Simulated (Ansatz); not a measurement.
# Cl₂H₆N₂OSi₂: relaxing the structure

The task is to find a stationary geometry of Cl₂H₆N₂OSi₂.

Computed with Ansatz 0.2.0, Gaussian basis. Level: RKS PBE0-D4/def2-TZVP.

The runs, in order: relaxation at PBE0-D4/def2-TZVP.

1 further run of the same task is left out (set aside as unsound or not needed).

### 1 Starting geometry

SMILES `N[SiH2]O[Si](N)(Cl)Cl`, 13 atoms, charge 0, spin multiplicity 1.

Atoms are counted from 1 here; the program's logs count them from 0.

Bond lengths: N1–Si2 1.714 Å, N1–H8 1.008 Å, N1–H9 1.005 Å, Si2–O3 1.639 Å, Si2–H10 1.464 Å, Si2–H11 1.459 Å, O3–Si4 1.599 Å, Si4–N5 1.714 Å, Si4–Cl6 2.009 Å, Si4–Cl7 2.015 Å, N5–H12 1.006 Å, N5–H13 1.006 Å. Angles: Si2–N1–H8 119.2°, Si2–N1–H9 120.8°, H8–N1–H9 110.7°, N1–Si2–O3 106.5°, N1–Si2–H10 118.0°, N1–Si2–H11 108.5°, O3–Si2–H10 102.5°, O3–Si2–H11 105.4°, H10–Si2–H11 114.6°, Si2–O3–Si4 149.9°, O3–Si4–N5 109.3°, O3–Si4–Cl6 110.9°, O3–Si4–Cl7 105.3°, N5–Si4–Cl6 106.3°, N5–Si4–Cl7 115.4°, Cl6–Si4–Cl7 109.7°, Si4–N5–H12 119.2°, Si4–N5–H13 120.6° and more.

As a file:

```
N    -0.6905   -1.1339   -1.6818
Si    0.8596   -0.4237   -1.5073
O     0.7973    0.5038   -0.1573
Si   -0.0215    1.0800    1.0888
N    -0.3729   -0.1981    2.1754
Cl   -1.7936    1.8211    0.5007
Cl    1.1221    2.5618    1.8360
H    -1.5035   -0.6184   -1.3828
H    -0.9064   -1.7093   -2.4774
H     1.2968    0.5310   -2.5272
H     1.8220   -1.4785   -1.2094
H     0.3251   -0.9011    2.3488
H    -0.9345   -0.0348    2.9938
```

The start is a GFN2-xTB geometry.

### 2 Geometry optimisation, PBE0-D4/def2-TZVP

Input file in.yaml:

```yaml
crystal:
  periodic: [false, false, false]
  atoms:
    - {symbol: N, position_ang: [-0.690490, -1.133860, -1.681840]}
    - {symbol: Si, position_ang: [0.859630, -0.423710, -1.507350]}
    - {symbol: O, position_ang: [0.797300, 0.503780, -0.157320]}
    - {symbol: Si, position_ang: [-0.021490, 1.080010, 1.088800]}
    - {symbol: N, position_ang: [-0.372870, -0.198070, 2.175390]}
    - {symbol: Cl, position_ang: [-1.793630, 1.821100, 0.500680]}
    - {symbol: Cl, position_ang: [1.122090, 2.561820, 1.835990]}
    - {symbol: H, position_ang: [-1.503490, -0.618400, -1.382780]}
    - {symbol: H, position_ang: [-0.906410, -1.709300, -2.477440]}
    - {symbol: H, position_ang: [1.296830, 0.530970, -2.527230]}
    - {symbol: H, position_ang: [1.822010, -1.478450, -1.209450]}
    - {symbol: H, position_ang: [0.325060, -0.901130, 2.348760]}
    - {symbol: H, position_ang: [-0.934550, -0.034750, 2.993800]}
basis:
  gaussian: {orbitals: def2-TZVP}
hamiltonian: {xc: pbe0, dispersion: d4}
relax: {f_tol: 0.005, max_steps: 150}
```

On the command line:

```sh
> ansatz run in.yaml --threads 2 --pin off --events-out ev --progress --plain --max-ram 22528MiB --backend cuda --devices 0, --max-vram 18GiB
```

Q: Predict the results of all the runs planned. Wanted: point group; shift from the start; total energy; dispersion term; dipole moment.

**Answer**, as computed:

```
                  quantity           value
               point group              C1
                     steps              67
shift from the start (rms)         1.351 Å
              total energy  -45916.4531 eV
           dispersion term        -389 meV
             dipole moment          0.82 D
```

**Reading.** The relaxed geometry lies 1.35 Å (rms) from the start; the bond that changed most is Si4–Cl7, from 2.015 to 2.062 Å. No vibrations were run, so it is not proven to be a minimum. The largest Mulliken charge, +0.71 e, sits on Si4.
